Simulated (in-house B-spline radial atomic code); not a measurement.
# Ru²⁹⁺: ionisation energy by several methods

Wanted: one ionisation energy, Ru²⁹⁺ to configuration [Ne] 3s2 3p2, up the ladder of functionals.

Program: in-house B-spline radial atomic code version 1. Level of theory: scalar-relativistic (X2C), several functionals, spin-polarised, exact exchange averaged over the configuration; spherical all-electron atom at the radial basis limit. These are calculated values, not measurements, unless marked.

**1. The system**

| Item | Value |
| --- | --- |
| element | ruthenium (Z = 44) |
| charge | +29 |
| electrons | 15 |
| configuration | [Ne] 3s2 3p3 |
| nucleus | Fermi, rms radius 4.481 fm |

The outer shells:

[Ne] 3s2 3p3
```
[Ne] core
3s [↑↓]
3p [↑ ][↑ ][↑ ]
```

Where spins are not typed, each open shell is filled with up spins first.

**2. M06-2X, a global hybrid**

The run's settings:

```ini
Z = 44
electrons = 15.0
configuration = [Ne] 3s2 3p3
hamiltonian = x2c
method = m062x
spin_polarised = True
nucleus = fermi
rms_radius = 4.4809
mass_number = 102
atomic_mass = 101.904340312
speed_of_light = 137.035999084
exact_exchange = averaged over the configuration
```

The run is started by

```console
> python run_scf.py task.json out
```

The settings of every run stand in task.json; they run in order.

**3. B97-1, a global hybrid**

Settings: those of step 2 with these lines changed.

```diff
@@ -4,3 +4,3 @@
 hamiltonian = x2c
-method = m062x
+method = b97_1
 spin_polarised = True
```

**4. HSE06, a range-separated hybrid**

Settings: those of step 3 with these lines changed.

```diff
@@ -4,3 +4,3 @@
 hamiltonian = x2c
-method = b97_1
+method = hse06
 spin_polarised = True
```

Before running: The tabulated ionisation energy is 1659 ± 6 eV (semi-empirical; NIST Atomic Spectra Database). What does each method give, and which comes nearest?

The runs gave:

| method | rung | total energy (hartree) | ΔSCF (eV) | −ε highest (eV) | ΔSCF less tabulated (eV) |
| --- | --- | --- | --- | --- | --- |
| M06-2X | global hybrid | -3918.0282 | 1662.59 | 1647.55 (3p up) | +3.59 |
| B97-1 | global hybrid | -3917.5607 | 1663.45 | 1638.01 (3p up) | +4.45 |
| HSE06 | range-separated hybrid | -3917.4701 | 1663.26 | 1638.84 (3p up) | +4.26 |

What this shows: Against the tabulated ionisation energy, 1659 ± 6 eV (semi-empirical; NIST Atomic Spectra Database), the best here is M06-2X (+3.59 eV) and the worst B97-1 (+4.45 eV, or 0.27 %). The table's own uncertainty is as large as these misses, so the order means little. All methods miss on the same side by much the same amount, which points to something that they share. Relativistic terms that these runs lack can be as large as the gaps between close methods, so the nearest may be so by luck. Spin-orbit coupling is left out. Open shells are averaged (over orientations, and over spins where the run is restricted), while tables refer to the lowest levels.
